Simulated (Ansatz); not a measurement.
**C₄H₆F₄: basis-set convergence**

One table from this session's results is given with a row withheld; the runs are named, their logs left out.

Computed with Ansatz 0.2.0, Gaussian basis. Level: one geometry, several basis sets.

The runs, in order: PBE0-D4/def2-SVP; ωB97M-V/def2-SVP; PBE0-D4/def2-QZVPP; ωB97M-V/def2-QZVPP; the functionals' def2-TZVPP values are taken from earlier runs.

**The geometry**

All runs share one geometry, relaxed beforehand with PBE0-D4 in a triple-zeta def2 set.

SMILES `FCCC(F)(F)CF`, 14 atoms, charge 0, spin multiplicity 1.

Atoms are counted from 1 here; the program's logs count them from 0.

Bond lengths: F1–C2 1.384 Å, C2–C3 1.514 Å, C2–H9 1.092 Å, C2–H10 1.091 Å, C3–C4 1.510 Å, C3–H11 1.093 Å, C3–H12 1.093 Å, C4–F5 1.365 Å, C4–F6 1.361 Å, C4–C7 1.517 Å, C7–F8 1.373 Å, C7–H13 1.093 Å, C7–H14 1.093 Å. Angles: F1–C2–C3 108.0°, F1–C2–H9 108.1°, F1–C2–H10 107.8°, C3–C2–H9 111.2°, C3–C2–H10 112.5°, H9–C2–H10 109.1°, C2–C3–C4 115.2°, C2–C3–H11 110.3°, C2–C3–H12 108.5°, C4–C3–H11 108.5°, C4–C3–H12 106.4°, H11–C3–H12 107.7°, C3–C4–F5 108.5°, C3–C4–F6 109.5°, C3–C4–C7 117.7°, F5–C4–F6 106.7°, F5–C4–C7 105.4°, F6–C4–C7 108.6° and more.

The first run:

Contents of in.yaml:

```yaml
crystal:
  periodic: [false, false, false]
  atoms:
    - {symbol: F, position_ang: [0.270603, 2.627509, -1.168605]}
    - {symbol: C, position_ang: [0.301055, 1.249276, -1.051394]}
    - {symbol: C, position_ang: [0.069804, 0.898443, 0.403169]}
    - {symbol: C, position_ang: [0.287633, -0.553932, 0.755682]}
    - {symbol: F, position_ang: [0.162481, -0.693817, 2.107960]}
    - {symbol: F, position_ang: [1.563256, -0.911410, 0.442275]}
    - {symbol: C, position_ang: [-0.661078, -1.574538, 0.156177]}
    - {symbol: F, position_ang: [-0.587687, -1.553129, -1.214884]}
    - {symbol: H, position_ang: [1.279648, 0.902009, -1.390388]}
    - {symbol: H, position_ang: [-0.469210, 0.841541, -1.707053]}
    - {symbol: H, position_ang: [-0.941605, 1.180447, 0.705146]}
    - {symbol: H, position_ang: [0.770644, 1.472833, 1.014764]}
    - {symbol: H, position_ang: [-0.373389, -2.566293, 0.512927]}
    - {symbol: H, position_ang: [-1.685055, -1.348238, 0.463223]}
basis:
  gaussian: {orbitals: def2-SVP}
hamiltonian: {xc: pbe0, dispersion: d4}
output: {orbitals: {seedname: orbitals}}
```

Run with:

```console
ansatz run in.yaml --threads 2 --pin off --events-out ev --progress --plain --max-ram 32768MiB --backend cpu
```

Steps of the session up to this table: PBE0-D4 in def2-SVP; ωB97M-V in def2-SVP; PBE0-D4 in def2-QZVPP; ωB97M-V in def2-QZVPP.

One of the session's tables, all rows but one given; the rest of the session is left out.

It belongs to the step «Density functionals: the series». 

| functional | basis | HOMO (eV) | LUMO (eV) |
| --- | --- | --- | --- |
| PBE0-D4 | def2-SVP | -9.45 | 1.46 |
| PBE0-D4 | def2-TZVPP | -9.61 | 0.91 |
| PBE0-D4 | def2-QZVPP | -9.65 | 0.52 |
| ωB97M-V | def2-SVP | ? | ? |
| ωB97M-V | def2-TZVPP | -12.01 | 2.45 |
| ωB97M-V | def2-QZVPP | -12.06 | 1.72 |

Estimate the missing values for ωB97M-V, def2-SVP.

**Answer.** HOMO (eV): -11.85; LUMO (eV): 3.23. In the column «HOMO (eV)» it lies between ωB97M-V, def2-TZVPP (-12.01) and PBE0-D4, def2-QZVPP (-9.65).
